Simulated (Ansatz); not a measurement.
**CH₇AsSi₂: up Jacob's ladder to CCSD(T)**

One table from this session's results is given with a row withheld; the runs are named, their logs left out.

Program: Ansatz 0.2.0, Gaussian basis. Level of theory: functionals in def2-TZVPP, the program's frozen cores in correlated methods. These are calculated values, not measurements.

The runs, in order: LDA (SPW92), PBE-D4, revPBE-D4, BLYP-D4, r2SCAN-D4, B97M-V, PBE0-D4, B3LYP-D4, r2SCANh-D4, r2SCAN0-D4, HSE06-D4, BHLYP-D4, CAM-B3LYP-D4, LC-ωPBE, ωB97X-V, ωB97M-V, B2PLYP, PBE-QIDH; CCSD(T)/def2-SVP; CCSD(T)/def2-TZVPP; MP2/def2-QZVPP; extrapolation to the limit; RPA on PBE.

### The geometry

The geometry comes from an earlier relaxation with PBE0-D4 in a triple-zeta def2 set; it is a stationary point, not always the lowest conformer.

11 atoms, charge 0, spin multiplicity 1.

Atoms are counted from 1 here; the program's logs count them from 0.

Bond lengths: Si1–As2 2.355 Å, Si1–H5 1.487 Å, Si1–H6 1.488 Å, Si1–H7 1.490 Å, As2–C3 2.056 Å, As2–Si4 2.310 Å, C3–Si4 1.845 Å, C3–H8 1.086 Å, C3–H9 1.085 Å, Si4–H10 1.480 Å, Si4–H11 1.479 Å. Angles: As2–Si1–H5 109.9°, As2–Si1–H6 109.7°, As2–Si1–H7 111.2°, H5–Si1–H6 108.5°, H5–Si1–H7 109.3°, H6–Si1–H7 108.1°, Si1–As2–C3 94.2°, Si1–As2–Si4 92.0°, C3–As2–Si4 49.6°, As2–C3–Si4 72.4°, As2–C3–H8 110.5°, As2–C3–H9 115.5°, Si4–C3–H8 118.5°, Si4–C3–H9 120.4°, H8–C3–H9 112.8°, As2–Si4–C3 58.0°, As2–Si4–H10 117.6°, As2–Si4–H11 121.2° and more.

The first run:

The input, in.yaml:

```yaml
crystal:
  periodic: [false, false, false]
  atoms:
    - {symbol: Si, position_ang: [-0.973680, 1.584963, 0.171203]}
    - {symbol: As, position_ang: [-0.021396, -0.098643, 1.515419]}
    - {symbol: C, position_ang: [1.431991, -0.582519, 0.144164]}
    - {symbol: Si, position_ang: [-0.050515, -1.616122, -0.225879]}
    - {symbol: H, position_ang: [-2.444306, 1.632695, 0.384086]}
    - {symbol: H, position_ang: [-0.400561, 2.907648, 0.541526]}
    - {symbol: H, position_ang: [-0.691392, 1.345839, -1.271887]}
    - {symbol: H, position_ang: [2.279502, -1.048700, 0.637958]}
    - {symbol: H, position_ang: [1.725544, 0.217261, -0.527731]}
    - {symbol: H, position_ang: [0.021820, -3.054267, 0.116642]}
    - {symbol: H, position_ang: [-0.811607, -1.345153, -1.464899]}
basis:
  gaussian: {orbitals: def2-TZVPP}
hamiltonian: {xc: lda}
output: {orbitals: {seedname: orbitals}}
```

Among the steps run: LDA; PBE-D4 (GGA); revPBE-D4 (GGA); BLYP-D4 (GGA); r2SCAN-D4 (meta-GGA); B97M-V (meta-GGA); PBE0-D4 (hybrid); B3LYP-D4 (hybrid); r2SCANh-D4 (hybrid); r2SCAN0-D4 (hybrid); HSE06-D4 (hybrid); BHLYP-D4 (hybrid); CAM-B3LYP-D4 (range-separated); LC-ωPBE (range-separated); ωB97X-V (range-separated); ωB97M-V (range-separated); B2PLYP (double hybrid); PBE-QIDH (double hybrid).

One of the session's tables, all rows but one given; the rest of the session is left out.

It belongs to the step «Frontier levels by functional». 

| functional | HOMO (eV) | gap (eV) |
| --- | --- | --- |
| LDA (SPW92) | -6.14 | 4.70 |
| PBE-D4 | -6.01 | 4.77 |
| revPBE-D4 | -5.96 | 4.80 |
| BLYP-D4 | -5.83 | 4.73 |
| r2SCAN-D4 | ? | ? |
| B97M-V | -6.29 | 5.20 |
| PBE0-D4 | -6.98 | 6.54 |
| B3LYP-D4 | -6.77 | 6.14 |
| r2SCANh-D4 | -6.59 | 5.85 |
| r2SCAN0-D4 | -7.13 | 6.81 |
| HSE06-D4 | -6.60 | 5.78 |
| BHLYP-D4 | -7.80 | 8.23 |
| CAM-B3LYP-D4 | -8.14 | 8.69 |
| LC-ωPBE | -9.40 | 11.00 |
| ωB97X-V | -9.10 | 10.61 |
| ωB97M-V | -8.95 | 10.22 |

**Question.** Estimate the row for r2SCAN-D4.

Worked estimate for «HOMO (eV)». Against the share of exact exchange, r2SCANh-D4 (0.1, -6.59), r2SCAN0-D4 (0.25, -7.13) give a slope of -3.60 per unit share; at 0 the line stands at -6.23.

As computed: HOMO (eV): -6.23; gap (eV): 5.21. In «HOMO (eV)» the line misses by 0.00.
